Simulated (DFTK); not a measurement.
The system is HPbNO4.

```
H Pb N O
1.0
     3.85404    0.14384    0.09012
    -0.25320    5.52698    0.16471
    -0.48197   -1.92720    5.72025
H Pb N O
1 1 1 4
Direct
  0.10913 0.65718 0.54463
  0.61029 0.52127 0.15100
  0.91580 0.96263 0.95867
  0.01384 0.13639 0.88084
  0.72398 0.01057 0.12858
  0.00389 0.73732 0.87043
  0.11927 0.59324 0.37651
```

The cell was built by a generator and needn't be a form met in nature.

Base run:

| Quantity | Value |
| --- | --- |
| Program | DFTK 0.8.2 |
| Functional | PBE |
| Potentials or basis | dojo.nc.sr.pbe.v0_4_1.standard.upf (PBE) |
| Cutoff | 1143 eV |
| k mesh | 7 × 5 × 5 |
| Occupations | fermi-dirac, width 0.05 eV |
| Spin | no spin polarisation |

Its results: band gap on the k mesh 3.13 eV, indirect (least direct gap 3.22 eV); pressure 0.0 GPa; largest force 0.209 eV/Å.

Problem. The run is repeated on the same cell with these changes: k mesh from 7 × 5 × 5 to 4 × 3 × 3. What comes out?

Solution. Band gap on the k mesh 3.20 eV, indirect (least direct gap 3.29 eV); pressure 0.0 GPa; largest force 0.208 eV/Å.

Caveats: spin-orbit coupling is left out, which as a rule narrows the gap of such compounds by several tenths of an eV; an odd mesh through Γ misses points on the zone boundary, where band edges often lie (some runs); the mesh misses the band edges, which the band path finds closer together (some runs).
